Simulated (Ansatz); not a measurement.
Write a Python script for Ansatz 0.2.0, Python API that makes a single point from a YAML input of BeNi3, space group I4/mmm. Use: r2SCAN, PAW, cutoff 600 eV, 9×9×9 k-points, cold smearing of 0.15 eV, collinear spin.

```
CELL_PARAMETERS angstrom
-1.73042 1.73042 3.35191
1.73042 -1.73042 3.35191
1.73042 1.73042 -3.35191
ATOMIC_POSITIONS crystal
Be 0.00000 0.00000 0.00000
Ni 0.75000 0.25000 0.50000
Ni 0.25000 0.75000 0.50000
Ni 0.50000 0.50000 0.00000
```

Script `beni3_yaml_run.py`:
```python
# -*- coding: utf-8 -*-
"""Run a YAML input for BeNi3 from Python."""

import json
import warnings

import ansatz as az
import numpy as np

INPUT = """
crystal:
  lattice:
    - [-1.730419, 1.730419, 3.351915]
    - [1.730419, -1.730419, 3.351915]
    - [1.730419, 1.730419, -3.351915]
  atoms:
    - { symbol: Be, position: [0.0, 0.0, 0.0] }
    - { symbol: Ni, position: [0.75, 0.25, 0.5], spin: 1.5 }
    - { symbol: Ni, position: [0.25, 0.75, 0.5], spin: 1.5 }
    - { symbol: Ni, position: [0.5, 0.5, 0.0], spin: 1.5 }
magnetization:
  spin_polarized: true
kpoints:
  mp_grid: { grid: [9, 9, 9] }
hamiltonian:
  xc: r2scan
scf:
  occupations: { method: cold, width: 0.15 }
basis:
  ecutwfc: 600
output:
  forces: true
  stress: true
"""

warnings.simplefilter("ignore", az.DeckWarning)

planned = az.Session.from_yaml(INPUT).plan(threads=1, pin="off")
out = planned.execute()
summary = out.report

for key in ("converged", "n_iterations", "n_electrons", "n_kpoints", "n_pw", "n_symmetry_ops", "free_energy_ev", "fermi_energy_ev"):
    print(f"{key:18s} {summary[key]}")

# the stress is positive in compression
sigma = summary["stress_gpa"]
voigt = [sigma[0][0], sigma[1][1], sigma[2][2], sigma[1][2], sigma[0][2], sigma[0][1]]
print("stress xx yy zz yz xz xy (GPa, compression positive):", " ".join(f"{s:.3f}" for s in voigt))
print("P =", round(10 * float(np.mean(voigt[:3])), 2), "kbar")

# forces, one row an atom
print("forces (eV/A)")
for site, force in zip(out.lattice.sites, summary["forces_ev_ang"]):
    print(f"  {site.symbol:2s} {force[0]:9.4f} {force[1]:9.4f} {force[2]:9.4f}")

print("site moments (muB):", [round(m, 2) for m in summary["site_moments_mub"]])
print("electrons up, down:", [round(n, 3) for n in summary["spin_occupation_sums"]])

keep = ["free_energy_ev", "energy_sigma0_ev", "fermi_energy_ev", "n_iterations", "converged", "magnetization_mub", "n_kpoints"]
with open("beni3.json", "w") as handle:
    json.dump({key: summary[key] for key in keep}, handle, indent=1)
```

Running `python beni3_yaml_run.py` prints:
```text
converged          True
n_iterations       21
n_electrons        56.0
n_kpoints          75
n_pw               1345
n_symmetry_ops     16
free_energy_ev     -17629.78021800921
fermi_energy_ev    16.24888465813845
stress xx yy zz yz xz xy (GPa, compression positive): -3.986 -3.986 -4.659 -0.000 0.000 0.000
P = -42.1 kbar
forces (eV/A)
  Be   -0.0000    0.0000   -0.0000
  Ni   -0.0000   -0.0000    0.0000
  Ni    0.0000   -0.0000    0.0000
  Ni   -0.0000    0.0000   -0.0000
site moments (muB): [-0.04, 0.5, 0.5, 0.71]
electrons up, down: [28.761, 27.239]
```

`beni3.json`, as written:
```json
{
 "free_energy_ev": -17629.78021800921,
 "energy_sigma0_ev": -17629.777344417456,
 "fermi_energy_ev": 16.24888465813845,
 "n_iterations": 21,
 "converged": true,
 "magnetization_mub": 1.5228656954380355,
 "n_kpoints": 75
}
```

What to keep in mind:
- Total energies depend on the potentials; only differences at equal settings carry meaning. A total without «per atom» is that of the cell as typed.
- Other magnetic orders than the one started from may lie lower.
- For a metal this k-point mesh is coarse: on a finer one energies can move by several to tens of meV an atom and pressures by half a GPa or more, differences at one mesh by less.
- Only differences from the Fermi energy are physical; the zero of the scale is a convention.
- r2SCAN tends to overestimate the moments of itinerant magnets.
- The structure comes from a database of computed cells and needn't be a stable or known phase.
- Processor time in the engine: 62 s on 1 thread of Intel(R) Xeon(R) Processor @ 2.30GHz, on a shared host, peak memory 0.97 GiB.

(A comment or docstring line of the script was reworded after the run, the code is as it ran.)
